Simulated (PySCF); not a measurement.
# C2H4BCl (SMILES C=CBCl) at 6 levels

Wanted: a comparison of 6 runs (BLYP/def2-SVPD, M06-2X/def2-SVPD, M06-L/def2-SVPD, SVWN5/def2-SVPD, r2SCAN/def2-SVPD, revPBE/def2-SVPD) of C2H4BCl. 

Program for the calculation: PySCF 2.14.0.

1 further run of the same task is left out (set aside as unsound or not needed). Runs told in other sessions of the task aren't counted.

**1. The molecule**

The species is C2H4BCl (8 atoms), meant as a singlet with charge 0. As SMILES, `C=CBCl`. The coordinates come from a PBE0-D4/def2-TZVP relaxation. This is one conformer, not always the lowest.

Bond lengths: C1–C2 1.337 Å, C2–B3 1.531 Å, B3–Cl4 1.750 Å, C1–H5 1.086 Å, C1–H6 1.086 Å, C2–H7 1.088 Å, B3–H8 1.194 Å. Angles: C1–C2–B3 119.9°, C2–B3–Cl4 121.0°, C1–C2–H7 118.9°, B3–C2–H7 121.2°, C2–C1–H5 120.8°, C2–C1–H6 122.7°, C2–B3–H8 121.9°, Cl4–B3–H8 117.1°, H5–C1–H6 116.4°.

**2. The energy at BLYP/def2-SVPD (run 1)**

run.py reads:

```python
from pyscf import gto, dft

mol = gto.M(
    atom='''
C      0.357400     1.219900    -0.260000
C      0.353800     0.057700     0.401100
B     -0.528600    -1.094400    -0.086400
Cl    -0.555100    -2.627600     0.756600
H     -0.259700     1.360400    -1.142800
H      0.965100     2.067000     0.044900
H      0.984000    -0.048700     1.281300
H     -1.225000    -0.991500    -1.050400
''',
    verbose=3,
    max_memory=1860,
    basis='def2-svpd',
)

myscf = dft.RKS(mol, xc='blyp')
myscf.conv_tol = 1e-10
myscf.grids.level = 5
myscf.kernel()
if not myscf.converged:
    myscf = myscf.newton().run(myscf.mo_coeff, myscf.mo_occ)

energy = myscf.e_tot
print('E(%s) = %.9f' % ('BLYP', energy))
```

Command:

```console
$ OMP_NUM_THREADS=1 python run.py
```

The log of the run:

```text
converged SCF energy = -563.411524184873
E(BLYP) = -563.411524185
```

Run time: 27 s. Hardware: 1 thread of Arm Neoverse V1, shared host; peak memory 0.65 GiB.

**3. A single-point energy at M06-2X/def2-SVPD (run 2)**

input.py reads:

```python
from pyscf import gto, dft

system = gto.Mole()
system.atom = [
    ('C', (0.357400, 1.219900, -0.260000)),
    ('C', (0.353800, 0.057700, 0.401100)),
    ('B', (-0.528600, -1.094400, -0.086400)),
    ('Cl', (-0.555100, -2.627600, 0.756600)),
    ('H', (-0.259700, 1.360400, -1.142800)),
    ('H', (0.965100, 2.067000, 0.044900)),
    ('H', (0.984000, -0.048700, 1.281300)),
    ('H', (-1.225000, -0.991500, -1.050400)),
]
system.basis = 'def2-svpd'
system.max_memory = 1860
system.verbose = 4
system.build()

mf = dft.RKS(system)
mf.xc = 'm06-2x'
mf.conv_tol = 1e-10
mf.grids.level = 5
mf.kernel()
if not mf.converged:
    mf = mf.newton().run(mf.mo_coeff, mf.mo_occ)

etot = mf.e_tot
print('Final energy', etot)
```

Command:

```console
$ OMP_NUM_THREADS=1 python input.py
```

The log of the run:

```text
PySCF version 2.14.0

[... 79 lines left out ...]
converged SCF energy = -563.405771295025
Final energy -563.4057712950246
```

It took 64 s on 1 thread of Arm Neoverse V1, shared host; peak memory 0.71 GiB.

Runs 3 to 5 aren't shown in full; the table further down has their settings and results.

**4. The energy at revPBE/def2-SVPD (run 6)**

input.py reads:

```python
from pyscf import gto, dft

mol = gto.M(
    atom='''
C      0.357400     1.219900    -0.260000
C      0.353800     0.057700     0.401100
B     -0.528600    -1.094400    -0.086400
Cl    -0.555100    -2.627600     0.756600
H     -0.259700     1.360400    -1.142800
H      0.965100     2.067000     0.044900
H      0.984000    -0.048700     1.281300
H     -1.225000    -0.991500    -1.050400
''',
    max_memory=1860,
    verbose=4,
    basis='def2-svpd',
)

myscf = dft.RKS(mol)
myscf.xc = 'revpbe'
myscf.conv_tol = 1e-10
myscf.grids.level = 5
myscf.kernel()
if not myscf.converged:
    myscf = myscf.newton().run(myscf.mo_coeff, myscf.mo_occ)

e_tot = myscf.e_tot
print('Final energy', e_tot)
```

Command:

```console
$ OMP_NUM_THREADS=1 python input.py
```

The log of the run:

```text
PySCF version 2.14.0

[... 80 lines left out ...]
converged SCF energy = -563.357381290662
Final energy -563.3573812906616
```

Run time: 27 s. Hardware: 1 thread of Arm Neoverse V1, shared host; peak memory 0.65 GiB.

**5. All runs side by side**

| run | level | energy (Eh) | dipole moment (D) | HOMO energy (eV) | LUMO energy (eV) | wall time |
| --- | --- | --- | --- | --- | --- | --- |
| 1 | BLYP/def2-SVPD | -563.411524 | 1.93 | -7.01 | -2.90 | 27 s |
| 2 | M06-2X/def2-SVPD | -563.405771 | 2.07 | -9.73 | -1.20 | 64 s |
| 3 | M06-L/def2-SVPD | -563.460217 | 1.98 | -7.36 | -2.77 | 62 s |
| 4 | SVWN5/def2-SVPD | -560.959304 | 1.93 | -7.21 | -3.32 | 19 s |
| 5 | r2SCAN/def2-SVPD | -563.371237 | 2.04 | -7.44 | -2.86 | 57 s |
| 6 | revPBE/def2-SVPD | -563.357381 | 1.96 | -7.10 | -2.99 | 27 s |

**6. Results**

| quantity | value |
| --- | --- |
| run 6: total energy | -563.35738 Eh |
| run 6: dipole moment | 1.96 D |
| run 6: HOMO energy | -7.10 eV |
| run 6: LUMO energy | -2.99 eV |
| run 6: HOMO–LUMO gap | 4.11 eV |

The dipole moment (its size) runs from 1.93 D (BLYP/def2-SVPD) to 2.07 D (M06-2X/def2-SVPD). The HOMO–LUMO gap runs from 3.89 eV (SVWN5/def2-SVPD) to 8.54 eV (M06-2X/def2-SVPD). Totals of different functionals can't be ranked against each other. All runs together took 4.3 min, the longest 64 s.
